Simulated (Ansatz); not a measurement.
# CHBrFSi+ (SMILES FC=[Si+]Br): single points off equilibrium

An exercise on one series of results from a longer session: the logs are not shown, and one member is left open.

Method: single points in def2-TZVPP; program: Ansatz 0.2.0, Gaussian basis.

Cores are frozen in the correlated methods. Filled d shells of the heavier atoms are correlated.

### Starting geometry

SMILES `FC=[Si+]Br`, 5 atoms, charge 1, spin multiplicity 1.

Atoms are counted from 1 here; the program's logs count them from 0.

Bond lengths: F1–C2 1.364 Å, C2–Si3 1.778 Å, C2–H5 1.078 Å, Si3–Br4 2.108 Å. Angles: F1–C2–Si3 117.9°, F1–C2–H5 107.7°, Si3–C2–H5 123.6°, C2–Si3–Br4 164.7°.

Coordinates:

```csv
atom,x (Å),y (Å),z (Å)
F1,0.83790,0.13440,1.67010
C2,0.32100,0.62880,0.50920
Si3,-0.40610,-0.52320,-0.63350
Br4,-1.74000,-1.73720,-1.72430
H5,0.93350,1.46260,0.20770
```

Set-up of the first run:

run/in.yaml reads:

```yaml
crystal:
  periodic: [false, false, false]
  atoms:
    - {symbol: F, position_ang: [0.837900, 0.134400, 1.670100]}
    - {symbol: C, position_ang: [0.321000, 0.628800, 0.509200]}
    - {symbol: Si, position_ang: [-0.406100, -0.523200, -0.633500]}
    - {symbol: Br, position_ang: [-1.740000, -1.737200, -1.724300]}
    - {symbol: H, position_ang: [0.933500, 1.462600, 0.207700]}
basis:
  gaussian: {orbitals: def2-TZVPP}
total_charge: 1
correlation: {method: ccsd_t}
output: {forces: true}
```

No record of the launch command was kept for these runs.

Steps of the session up to this table: CCSD(T)/def2-TZVPP; PBE0-D4/def2-TZVPP; wB97M-V/def2-TZVPP; r2SCAN-D4/def2-TZVPP; PBE-D4/def2-TZVPP; r2SCANh-D4/def2-TZVPP; BHLYP-D4/def2-TZVPP.

One of the session's tables, all rows but one given; the rest of the session is left out.

```
    method  RMS force component (eV/Å)  angle to CCSD(T) forces (°)
   CCSD(T)                       0.775                    reference
   PBE0-D4                       0.912                         13.9
   wB97M-V                       0.797                         15.2
 r2SCAN-D4                       0.812                          9.4
    PBE-D4                           ?                            ?
r2SCANh-D4                       0.859                         12.1
  BHLYP-D4                       0.956                         18.5
```

Estimate the missing values for PBE-D4.

**Answer.** RMS force component (eV/Å): 0.790; angle to CCSD(T) forces (°): 13.0. In the column «RMS force component (eV/Å)» it lies between CCSD(T) (0.775) and wB97M-V (0.797).
